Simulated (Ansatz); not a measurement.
# C2H6OSn: the cost of one run

Program: Ansatz 0.2.0. Level of theory: RHF/def2-SVP. These are calculated values, not measurements.

## (1) The structure to begin with

Bond lengths: C1–C2 1.446 Å, C2–O3 1.235 Å, C2–Sn4 2.148 Å, C1–H5 1.093 Å, C1–H6 1.114 Å, C1–H7 1.143 Å, Sn4–H8 1.743 Å, Sn4–H9 1.827 Å, Sn4–H10 1.683 Å. Angles (14 of 15 angles, heavy atoms first): C1–C2–O3 120.1°, C1–C2–Sn4 118.9°, O3–C2–Sn4 121.0°, C2–C1–H5 114.2°, C2–C1–H6 114.2°, C2–C1–H7 109.9°, C2–Sn4–H8 108.3°, C2–Sn4–H9 107.3°, C2–Sn4–H10 111.9°, H5–C1–H6 108.1°, H5–C1–H7 104.9°, H6–C1–H7 104.9°, H8–Sn4–H9 108.5°, H8–Sn4–H10 111.4°.

Structure file:

```xyz
10

C    -0.4170    1.1266   -0.9195
C    -0.3049   -0.2942   -0.6764
O    -0.6864   -1.1000   -1.5311
Sn    0.6175   -0.9664    1.1429
H    -0.0924    1.7505   -0.0828
H     0.1112    1.4757   -1.8362
H    -1.5122    1.4069   -1.0867
H     0.6379   -2.7097    1.1342
H    -0.4368   -0.4059    2.5260
H     2.1663   -0.3346    1.3327
```

## (2) Preparing the start

Input file input.yaml:

```yaml
crystal:
  periodic: [false, false, false]
  atoms:
    - { symbol: C, position_ang: [-0.417, 1.1266, -0.9195] }
    - { symbol: C, position_ang: [-0.3049, -0.2942, -0.6764] }
    - { symbol: O, position_ang: [-0.6864, -1.1, -1.5311] }
    - { symbol: Sn, position_ang: [0.6175, -0.9664, 1.1429] }
    - { symbol: H, position_ang: [-0.0924, 1.7505, -0.0828] }
    - { symbol: H, position_ang: [0.1112, 1.4757, -1.8362] }
    - { symbol: H, position_ang: [-1.5122, 1.4069, -1.0867] }
    - { symbol: H, position_ang: [0.6379, -2.7097, 1.1342] }
    - { symbol: H, position_ang: [-0.4368, -0.4059, 2.526] }
    - { symbol: H, position_ang: [2.1663, -0.3346, 1.3327] }
basis:
  gaussian: { orbitals: def2-SVP }
hamiltonian:
  xc: hf
relax:
  f_tol: 0.02
  max_steps: 40
scf:
  lower_state_search: "off"
```

Launch:

```bash
ansatz run input.yaml --threads 1 --pin off --max-ram 2048MiB --backend cpu --events-out ev --progress --plain --runs-dir out
```

What time and memory should one allow on 1 thread of Arm Neoverse V1, shared host?

About 51 s, with a peak of 0.19 GiB.
